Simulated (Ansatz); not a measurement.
**C₂H₉NOSi: how energies converge with the basis set**

The task here is to estimate one member of a computed series from the others.

Method: one geometry, several basis sets; program: Ansatz 0.2.0, Gaussian basis.

Plan: PBE0-D4/def2-SVP; ωB97M-V/def2-SVP; PBE0-D4/def2-QZVPP; ωB97M-V/def2-QZVPP; the functionals' def2-TZVPP values are taken from earlier runs.

### The geometry

All runs share one geometry, relaxed beforehand with PBE0-D4 in a triple-zeta def2 set.

SMILES `OCCN[SiH3]`, 14 atoms, charge 0, spin multiplicity 1.

Atoms are counted from 1 here; the program's logs count them from 0.

Bond lengths: O1–C2 1.415 Å, O1–H6 0.961 Å, C2–C3 1.514 Å, C2–H7 1.098 Å, C2–H8 1.092 Å, C3–N4 1.443 Å, C3–H9 1.096 Å, C3–H10 1.104 Å, N4–Si5 1.713 Å, N4–H11 1.010 Å, Si5–H12 1.485 Å, Si5–H13 1.489 Å, Si5–H14 1.496 Å. Angles: C2–O1–H6 108.3°, O1–C2–C3 111.7°, O1–C2–H7 111.3°, O1–C2–H8 105.8°, C3–C2–H7 110.0°, C3–C2–H8 109.6°, H7–C2–H8 108.3°, C2–C3–N4 110.7°, C2–C3–H9 108.8°, C2–C3–H10 108.7°, N4–C3–H9 109.5°, N4–C3–H10 112.6°, H9–C3–H10 106.4°, C3–N4–Si5 124.2°, C3–N4–H11 111.9°, Si5–N4–H11 119.2°, N4–Si5–H12 107.6°, N4–Si5–H13 108.8° and more.

As a file:

| atom | x (Å) | y (Å) | z (Å) |
| --- | --- | --- | --- |
| O1 | -1.5905 | 1.1167 | 1.4630 |
| C2 | -0.1766 | 1.1190 | 1.4005 |
| C3 | 0.3258 | 0.6517 | 0.0507 |
| N4 | -0.1544 | -0.6775 | -0.2400 |
| Si5 | 0.5361 | -1.7159 | -1.4151 |
| H6 | -1.9188 | 1.8118 | 0.8861 |
| H7 | 0.2304 | 2.1124 | 1.6300 |
| H8 | 0.1557 | 0.4245 | 2.1751 |
| H9 | 1.4220 | 0.6505 | 0.0630 |
| H10 | 0.0237 | 1.3895 | -0.7135 |
| H11 | -1.1281 | -0.7868 | 0.0031 |
| H12 | -0.1482 | -3.0300 | -1.3107 |
| H13 | 1.9916 | -1.8547 | -1.1350 |
| H14 | 0.4180 | -1.2404 | -2.8284 |

Set-up of the first run:

Input file in.yaml:

```yaml
crystal:
  periodic: [false, false, false]
  atoms:
    - {symbol: O, position_ang: [-1.590528, 1.116698, 1.463050]}
    - {symbol: C, position_ang: [-0.176648, 1.119018, 1.400536]}
    - {symbol: C, position_ang: [0.325843, 0.651654, 0.050666]}
    - {symbol: N, position_ang: [-0.154376, -0.677480, -0.239994]}
    - {symbol: Si, position_ang: [0.536136, -1.715869, -1.415053]}
    - {symbol: H, position_ang: [-1.918815, 1.811837, 0.886145]}
    - {symbol: H, position_ang: [0.230450, 2.112421, 1.629950]}
    - {symbol: H, position_ang: [0.155653, 0.424496, 2.175051]}
    - {symbol: H, position_ang: [1.422009, 0.650471, 0.063018]}
    - {symbol: H, position_ang: [0.023679, 1.389527, -0.713523]}
    - {symbol: H, position_ang: [-1.128055, -0.786815, 0.003087]}
    - {symbol: H, position_ang: [-0.148198, -3.029981, -1.310654]}
    - {symbol: H, position_ang: [1.991603, -1.854717, -1.135044]}
    - {symbol: H, position_ang: [0.418047, -1.240360, -2.828434]}
basis:
  gaussian: {orbitals: def2-SVP}
hamiltonian: {xc: pbe0, dispersion: d4}
output: {orbitals: {seedname: orbitals}}
```

Command:

```console
ansatz run in.yaml --threads 4 --pin off --events-out ev --progress --plain --max-ram 10444MiB
```

Among the steps run: PBE0-D4 in def2-SVP; ωB97M-V in def2-SVP; PBE0-D4 in def2-QZVPP; ωB97M-V in def2-QZVPP.

One table of the session follows, with a row left open; its other results are not shown here.

It belongs to the step «Density functionals: the series». 

| functional | basis | HOMO (eV) | LUMO (eV) |
| --- | --- | --- | --- |
| PBE0-D4 | def2-SVP | ? | ? |
| PBE0-D4 | def2-TZVPP | -6.78 | 0.47 |
| PBE0-D4 | def2-QZVPP | -6.81 | 0.20 |
| ωB97M-V | def2-SVP | -8.94 | 2.84 |
| ωB97M-V | def2-TZVPP | -9.12 | 1.98 |
| ωB97M-V | def2-QZVPP | -9.15 | 1.45 |

Estimate the missing values for PBE0-D4, def2-SVP.

**Answer.** HOMO (eV): -6.62; LUMO (eV): 1.07. In the column «HOMO (eV)» it is the highest.
